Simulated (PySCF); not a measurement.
# Ways to converge the SCF of Ga⁺

Do solver options change the result for Ga⁺, or only the number of cycles?

The runs use PySCF 2.14.0; each script names its method and basis.

3 further runs of the same task are left out: 3 that didn't finish.

**1. The atom**

Ga⁺: 1 atom, charge 1, spin multiplicity 1.

**2. The base run**

The input, input.py:

```python
from pyscf import gto, dft, tdscf

mol = gto.M(
    atom='Ga 0 0 0',
    basis='6-311++g**',
    charge=1,
    spin=0,
    symmetry=True,
    verbose=4,
)
mf = dft.RKS(mol, xc='bhandhlyp')
mf.kernel()
td = tdscf.TDA(mf)
td.nstates = 4
td.kernel()
td.analyze()
mf.dip_moment()
print('orbital energies (hartree):', mf.mo_energy[..., max(0, mol.nelec[1]-3):mol.nelec[0]+3].round(4))
```

Started as:

```console
> OMP_NUM_THREADS=1 python input.py
```

Its log is not repeated here.

Base result: E(SCF) = -1924.529245 Eh, 7 cycles, excitations 8.86, 8.86, 8.86, 14.51 eV.

**3. Initial guess atom**

Variant 1 changes initial guess: minao → atom.

The input, input.py:

```python
from pyscf import gto, dft, tdscf

mol = gto.M(
    atom='Ga 0 0 0',
    basis='6-311++g**',
    charge=1,
    spin=0,
    symmetry=True,
    verbose=4,
)
mf = dft.RKS(mol, xc='bhandhlyp')
mf.init_guess = 'atom'
mf.kernel()
td = tdscf.TDA(mf)
td.nstates = 4
td.kernel()
td.analyze()
mf.dip_moment()
print('orbital energies (hartree):', mf.mo_energy[..., max(0, mol.nelec[1]-3):mol.nelec[0]+3].round(4))
```

Started as:

```console
> OMP_NUM_THREADS=1 python input.py
```

**4. Smearing width 0.05 hartree**

Variant 2 changes smearing width: none → 0.05 hartree; step after the SCF: tda → none.

Changes to input.py since step 2:

```diff
@@ -1,2 +1,2 @@
-from pyscf import gto, dft, tdscf
+from pyscf import gto, dft, scf
 
@@ -11,7 +11,4 @@
 mf = dft.RKS(mol, xc='bhandhlyp')
+mf = scf.addons.smearing_(mf, sigma=0.05, method='fermi')
 mf.kernel()
-td = tdscf.TDA(mf)
-td.nstates = 4
-td.kernel()
-td.analyze()
 mf.dip_moment()
```

**5. Smearing width 0.2 hartree**

Variant 3 changes smearing width: none → 0.2 hartree; step after the SCF: tda → none.

Changes to input.py since step 2:

```diff
@@ -1,2 +1,2 @@
-from pyscf import gto, dft, tdscf
+from pyscf import gto, dft, scf
 
@@ -11,7 +11,4 @@
 mf = dft.RKS(mol, xc='bhandhlyp')
+mf = scf.addons.smearing_(mf, sigma=0.2, method='fermi')
 mf.kernel()
-td = tdscf.TDA(mf)
-td.nstates = 4
-td.kernel()
-td.analyze()
 mf.dip_moment()
```

**6. Convergence threshold 1e-11 hartree**

Variant 4 changes convergence threshold: default → 1e-11 hartree.

Changes to input.py since step 2:

```diff
@@ -11,2 +11,3 @@
 mf = dft.RKS(mol, xc='bhandhlyp')
+mf.conv_tol = 1e-11
 mf.kernel()
```

Before running it: what results should come out? Wanted: for each run, E(SCF); from base; gap; after the SCF.

As calculated:

```csv
run,E(SCF) (hartree),from base (eV),cycles,gap (eV),after the SCF
base,-1924.529245,0,7,10.41,lowest root found 8.86 eV
initial guess atom,-1924.529245,0.0000,7,10.41,lowest root found 8.86 eV
smearing width 0.05 hartree,-1924.499178,+0.8182,9,n/a,n/a
smearing width 0.2 hartree (poor choice),-1923.720382,not comparable,15,n/a,n/a
convergence threshold 1e-11 hartree,-1924.529245,0.0000,8,10.41,lowest root found 8.86 eV
```

Distance from each run's final energy (log10 hartree) by cycle:

```csv
run,cycle 1,cycle 2,cycle 3,cycle 5,cycle 8,cycle 12
base,-1.4,-1.4,-2.5,-7.6,done,done
initial guess atom,-2.2,-2.5,-4.7,-8.8,done,done
smearing width 0.05 hartree,-1.2,-1.4,-2.4,-5.3,-9.3,done
smearing width 0.2 hartree (poor choice),0.0,-0.6,-1.1,-2.7,-5.5,-7.5
convergence threshold 1e-11 hartree,-1.4,-1.4,-2.5,-7.6,< -11,done
```

With initial guess atom or convergence threshold 1e-11 hartree the SCF ends at the base energy. Rows marked «poor choice» come from settings spoiled on purpose.
